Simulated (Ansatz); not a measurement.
Wanted: the native input for an Ansatz 0.2.0 run.

* Task: relaxation of cell and atoms
* Functional: r2SCAN
* Potentials or basis: Ansatz PAW
* Cutoff: 500 eV (not typed: the program's choice for these potentials)
* k mesh: 6 × 6 × 6
* Occupations: fermi-dirac, width 0.05 eV
* Spin: no spin polarisation

Crystal: SiMo3.

```xyz
8
Lattice="4.8890 0.0000 0.0000 0.0000 4.8890 0.0000 0.0000 0.0000 4.8890" Properties=species:S:1:pos:R:3 pbc="T T T"
Mo    0.0000    2.4445    1.2223
Mo    0.0000    2.4445    3.6668
Mo    2.4445    1.2223    0.0000
Mo    3.6668    0.0000    2.4445
Mo    2.4445    3.6668    0.0000
Mo    1.2223    0.0000    2.4445
Si    2.4445    2.4445    2.4445
Si    0.0000    0.0000    0.0000
```

One way to write it, as run:

input.yaml

```yaml
crystal:
  lattice:
    - [4.889, 0.0, 0.0]
    - [0.0, 4.889, 0.0]
    - [0.0, 0.0, 4.889]
  atoms:
    - { symbol: Mo, position: [0.0, 0.5, 0.25] }
    - { symbol: Mo, position: [0.0, 0.5, 0.75] }
    - { symbol: Mo, position: [0.5, 0.25, 0.0] }
    - { symbol: Mo, position: [0.75, 0.0, 0.5] }
    - { symbol: Mo, position: [0.5, 0.75, 0.0] }
    - { symbol: Mo, position: [0.25, 0.0, 0.5] }
    - { symbol: Si, position: [0.5, 0.5, 0.5] }
    - { symbol: Si, position: [0.0, 0.0, 0.0] }
hamiltonian:
  xc: r2scan
  pseudopotentials: { kind: paw }
kpoints:
  mp_grid: { grid: [6, 6, 6] }
scf:
  occupations: { method: fermi_dirac, width: 0.05 }
output:
  forces: true
  stress: true
  eigenvalues: true
relax:
  f_tol: 0.01
  max_steps: 40
  cell: { stress_tol: 0.05 }
```

Potentials or basis: Ansatz PAW.

The run is started by

```sh
$ ansatz run input.yaml --threads 4 --pin off --max-ram 11264MiB --backend cpu --events-out ev --progress --plain --runs-dir out
```

It gave:

* Relaxed volume: 14.57 Å³/atom
* Relaxed cell: a = 4.885 Å, b = 4.885 Å, c = 4.885 Å, α = 90.00°, β = 90.00°, γ = 90.00°
* Space group after relaxing (to 0.05 Å): Pm-3n (No. 223)
* Energy gained by relaxing: 0.1 meV/atom
* Ionic steps: 3
* Pressure after relaxing: 0.0 GPa
* Band gap on the k mesh: none (metal or under the smearing width)

Caveat: the plane-wave basis is chosen anew once the cell has moved, so the energies of steps on either side of that aren't comparable; the PAW data sets come from PBE, with cores solved anew for the run's functional, which leaves a small shift of forces and pressure.

Run time: 18 s on 4 threads of Arm Neoverse V2, on a shared host, peak memory 0.72 GiB.
